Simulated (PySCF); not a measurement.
# C3H8BFO: the cost of one run

The runs use PySCF 2.14.0, with density-fitted response routines of our own; the level of theory stands in each step. All values are computed, except where a source is named. Atoms are numbered from 0 throughout.

## Step 1: The molecule as given

14 atoms, charge 0, multiplicity 1; geometry from: GFN2-xTB. The atoms were then displaced at random by about 0.01 Å, so the start is not that level's minimum.

Bonds of the start (Å): B0–O1 1.36, O1–C2 1.39, C2–F3 1.40, C2–C4 1.51, C4–C5 1.52, B0–H6 1.14, B0–H7 1.19, C2–H8 1.13, C4–H9 1.09, C4–H10 1.07, C5–H11 1.09, C5–H12 1.07, C5–H13 1.10.

## Step 2: Geometry optimisation at PBE0-D3(BJ)/def2-SVP

The job: settings as JSON, then the geometry in Å.

```
{"job": {"xc": "PBE0", "basis": "def2-SVP", "d3": "d3bj", "grid": 1, "shake": 0.01, "kind": "geom"}, "charge": 0, "multiplicity": 1}
B      2.137850    -0.892600     0.527010
O      1.237690    -0.471980    -0.396510
C      0.496680     0.705500    -0.344830
F      1.115340     1.584210    -1.245120
C     -0.944370     0.467150    -0.728200
C     -1.673870    -0.317760     0.354000
H      2.664070    -1.881610     0.293490
H      2.327870    -0.242150     1.502810
H      0.608580     1.206140     0.667070
H     -1.415310     1.445220    -0.851080
H     -0.966320    -0.067500    -1.657850
H     -1.665630     0.218620     1.307400
H     -1.213160    -1.273690     0.499670
H     -2.716570    -0.494620     0.064380
```

Command:

```
OMP_NUM_THREADS=1 python probes_run.py task.json out
```

This one command runs all jobs of the session in turn.

**Question.** How long does this first job take on 1 thread of Arm Neoverse V1, shared host, and how much memory does it need?

About 35 s, with a peak of 0.49 GiB.
